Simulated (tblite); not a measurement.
# C2H11NSi2: the cost of one run

Computed with tblite 0.8.0 and PySCF 2.14.0; each step states its level. No surroundings beyond the atoms listed, unless a continuum is named. Atoms count from 0, parts from 1.

## Step 1: Starting point

16 atoms, charge 0, multiplicity 1; geometry: distance geometry start.

## Step 2: Geometry optimisation with GFN2-xTB

What the job is given:

```
{"job": {"kind": "relax", "xc": "GFN2-xTB", "basis": "xTB"}, "charge": 0, "multiplicity": 1}
Si    -1.661966    -1.265287    -0.033729
N     -0.274375    -0.240106     0.517305
Si    -0.817933     1.458603     0.395313
C      0.874080    -0.537247    -0.327160
C      2.111750     0.233691     0.033479
H     -2.061227    -2.050726     1.133885
H     -1.317883    -2.086657    -1.177126
H     -2.823676    -0.416480    -0.430181
H      0.292267     2.366803     0.063396
H     -1.900928     1.480716    -0.605319
H     -1.468182     1.781952     1.693952
H      0.652217    -0.394079    -1.412152
H      1.122825    -1.598526    -0.191129
H      2.483167     0.709313    -0.895645
H      2.906550    -0.461454     0.386135
H      1.927770     1.037189     0.825596
```

Level: GFN2-xTB geometry optimisation, gas phase.

On the command line:

```bash
$ OMP_NUM_THREADS=1 python cluster_run.py task.json out
```

One launch serves the whole session: the jobs run in the order shown.

Q: Estimate the wall time of this first job on 1 thread of AMD EPYC 7R43, shared host.

About 7.2 s.
